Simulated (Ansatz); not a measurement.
FSn, a search for lower mean-field states

Run with Ansatz's Python interface.

`fsn.xyz`
```text
2

Sn    0.00000    0.00000    0.00000
F     0.00000    0.00000    1.96500
```

Script `run_states.py`:
```python
"""Restricted and unrestricted solutions of FSn, stretched and not."""

import warnings

import ansatz as az
import numpy as np

warnings.simplefilter("ignore", az.DeckWarning)

mol = az.Crystal.molecule_from_extxyz("fsn.xyz")
symbols = [site.symbol for site in mol.cartesian_sites]

start = np.array([site.position_ang for site in mol.cartesian_sites])
for factor in [1.0, 1.25, 1.6]:
    xyz = (start - start.mean(axis=0)) * factor
    scaled = az.Crystal.molecule()
    for symbol, place in zip(symbols, xyz):
        scaled = scaled.atom(symbol, place.tolist())
    setup = scaled.calculation().basis(gaussian="def2-SVP").functional("pbe0").spin("collinear", total=1)
    for search in ("off", "standard"):
        try:
            report = setup.scf(lower_state_search=search).run().report
        except az.AnsatzError as error:
            print(f"x{factor} search {search}: {type(error).__name__}")
            continue
        state = report["mean_field"]["state"]
        print(f"all distances x{factor}, search {search:8s} E = {report['free_energy_ev']:.5f} eV  <S^2> = {abs(state['spin_squared']):.3f}  other states met: {len(report['mean_field']['others'])}")
```

Running `python run_states.py` prints:
```text
all distances x1.0, search off      E = -8543.66484 eV  <S^2> = 0.753  other states met: 0
all distances x1.0, search standard E = -8543.66484 eV  <S^2> = 0.753  other states met: 1
all distances x1.25, search off      E = -8542.37013 eV  <S^2> = 0.754  other states met: 0
all distances x1.25, search standard E = -8542.37013 eV  <S^2> = 0.754  other states met: 1
all distances x1.6, search off      E = -8540.42126 eV  <S^2> = 1.083  other states met: 0
all distances x1.6, search standard E = -8540.42126 eV  <S^2> = 1.083  other states met: 7
```

Caveats:
- Total energies depend on the basis set; only differences at equal settings carry meaning.
- The count of other states can hold repeated and symmetry-equivalent ends of the search; scaling all distances is a test, and for more than two atoms no physical path.
- def2 sets replace the cores of elements past krypton by effective core potentials.
- The species is open-shell (spin multiplicity 2).
- The expectation value of S² is noticeably off S(S+1) in at least one run, so that state is spin-contaminated.
- The spin state was assumed, and another may lie lower.
- The whole script took 10 s on 1 thread of Intel(R) Xeon(R) Platinum 8375C CPU @ 2.90GHz (Ice Lake), with other jobs on the host, peak memory 0.19 GiB.

(Lines on the test bed's own set-up are left out of the output.)
